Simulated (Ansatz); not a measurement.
# BeTe3: the cost of one run

Program: Ansatz 0.2.0. Level of theory: DFT PBE, scalar-relativistic, plane waves, PAW. These are calculated values, not measurements.

**1. The structure to begin with**

It takes space group Pm-3m (No. 221, cubic). The conventional cell has a = 4.660 Å, b = 4.660 Å, c = 4.660 Å, α = 90.00°, β = 90.00°, γ = 90.00°. Be (site symmetry m-3m) is surrounded by 12 Te at 3.30 Å. Te (site symmetry 4/mmm) is surrounded by 4 Be at 3.30 Å and 8 Te at 3.30 Å.

Coordinates:

```cif
data_structure
_symmetry_space_group_name_H-M 'P 1'
_symmetry_Int_Tables_number 1
_cell_length_a 4.6599
_cell_length_b 4.6599
_cell_length_c 4.6599
_cell_angle_alpha 90.000
_cell_angle_beta 90.000
_cell_angle_gamma 90.000
_cell_volume 101.19
loop_
_atom_site_label
_atom_site_type_symbol
_atom_site_fract_x
_atom_site_fract_y
_atom_site_fract_z
_atom_site_occupancy
Be1 Be 0.00000 0.00000 0.00000 1
Te1 Te 0.50000 0.50000 0.00000 1
Te2 Te 0.50000 0.00000 0.50000 1
Te3 Te 0.00000 0.50000 0.50000 1
```

It is the end of an earlier relaxation with the same method, from a database cell with other species swapped in; it is a trial structure. At a tolerance of 0.05 Å it has space group Pm-3m (No. 221); it has 25.30 Å³/atom, an uncorrected energy of +0.80 eV/atom over the elements.

**2. Bands, states and charges**

input.yaml reads:

```yaml
crystal:
  lattice:
    - [4.6598544591, 0.0, 0.0]
    - [0.0, 4.6598544591, 0.0]
    - [0.0, 0.0, 4.6598544591]
  atoms:
    - { symbol: Be, position: [0.0, 0.0, 0.0] }
    - { symbol: Te, position: [0.5, 0.5, 0.0] }
    - { symbol: Te, position: [0.5, 0.0, 0.5] }
    - { symbol: Te, position: [0.0, 0.5, 0.5] }
basis:
  ecutwfc: 420
kpoints:
  mp_grid: { grid: [10, 10, 10] }
  band_path:
    path:
      - [[0.0, 0.0, 0.0], [0.0, 0.5, 0.0], [0.5, 0.5, 0.0], [0.0, 0.0, 0.0], [0.5, 0.5, 0.5], [0.0, 0.5, 0.0]]
      - [[0.5, 0.5, 0.5], [0.5, 0.5, 0.0]]
    npoints: 14
hamiltonian:
  xc: pbe
scf:
  occupations: { method: gaussian, width: 0.1 }
  n_extra_bands: 10
output:
  forces: true
  stress: true
  eigenvalues: true
  populations: true
  dos: { projected: true, de: 0.02, nscf_kmesh: { grid: [12, 12, 12] } }
  bader: true
  write_density: true
  write_potential: true
  elf: true
  volumetric_format: npy
```

Run with:

```
ansatz run input.yaml --threads 1 --pin off --max-ram 2560MiB --backend cpu --events-out ev --progress --plain --runs-dir out
```

**Question.** How long does this run take on 1 thread of Arm Neoverse V2, shared host, and how much memory does it need?

About 32 s, with a peak of 0.45 GiB.
